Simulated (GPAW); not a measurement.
Hf2Pd2Se2Br2O3:

```xyz
11
Lattice="5.7607 0.0050 -0.0029 -0.5275 5.8466 0.0341 -1.4844 -0.9264 6.6459" Properties=species:S:1:pos:R:3 pbc="T T T"
Hf    3.5658    1.9949    2.3367
Hf    0.5362    2.1009    3.9624
Pd    3.9042   -0.0043    5.6409
Pd    0.4456    4.9498    2.4142
Se    2.0523    1.4944    6.2402
Se    2.4066    4.0824    3.5487
Br    4.1617    5.6554    1.0519
Br   -0.4152    4.0015    5.7576
O     4.5038    1.1491    3.9299
O     1.7546    1.0574    2.7229
O    -0.4225    3.0696    2.4575
```

The cell was built by a generator and needn't be a form met in nature.

Program: GPAW 26.7.0. Alike in all runs: no spin polarisation; cell as given; cutoff (eV) 800; smearing fermi-dirac 0.05 eV.

Question: Order these runs on this cell by their pressure, lowest first.
A. level RPBE; potentials or basis the program's PAW data sets (release 1.2.1) made for this functional, pw; k mesh 4 × 4 × 3; ranks 8; band path XGY,LGZ,NGM,RG; band points 60; mesh quality not flagged
B. level PBE+D4; potentials or basis GPAW PAW data sets (gpaw-data 1.2.1), pw; k mesh 3 × 3 × 2; mesh quality coarse
C. level PBE; potentials or basis GPAW PAW data sets (gpaw-data 1.2.1), pw; k mesh 3 × 3 × 2; mesh quality coarse

Answer: B (-1.2 GPa), C (0.5 GPa), A (3.5 GPa).

Caveats: some runs use coarse meshes.

Not every run made on this cell is shown here.
